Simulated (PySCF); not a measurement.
# B3H6NO: the cost of one run

Computed with PySCF 2.14.0, with density-fitted response routines of our own, on a single molecule in the gas phase. Atoms count from 0, in the outputs and in this text.

### Step 1. The starting structure

11 atoms, charge 0, multiplicity 1; geometry from: GFN2-xTB. The atoms were then displaced at random by about 0.01 Å, so the start is not that level's minimum.

Bonds of the start (Å): B0–N1 1.43, N1–B2 1.45, B2–O3 1.26, O3–B4 1.33, B0–H5 1.13, B0–H6 1.18, N1–H7 1.01, B2–H8 1.16, B4–H9 1.17, B4–H10 1.20.

### Step 2. Optimising the geometry at PBE0-D3(BJ)/def2-SVP

Job settings and geometry (Å):

```
{"job": {"xc": "PBE0", "basis": "def2-SVP", "d3": "d3bj", "grid": 1, "shake": 0.01, "kind": "geom"}, "charge": 0, "multiplicity": 1}
B      2.361660     0.072330     0.701380
N      0.960450     0.295900     0.548160
B     -0.052800    -0.611800     0.049220
O     -1.253270    -0.225400    -0.007190
B     -2.520000     0.170780    -0.066740
H      2.790640    -0.930540     0.388630
H      3.016490     0.961810     1.122180
H      0.617210     1.210130     0.817670
H      0.275260    -1.683410    -0.267250
H     -2.919950     0.706300    -1.023770
H     -3.237580     0.008070     0.881730
```

Launch:

```
$ OMP_NUM_THREADS=1 python probes_run.py task.json out
```

One launch serves the whole session: the jobs run in the order shown.

Q: Estimate the wall time and peak memory of this first job on 1 thread of Arm Neoverse V1, shared host.

About 26 s, with a peak of 0.4 GiB.
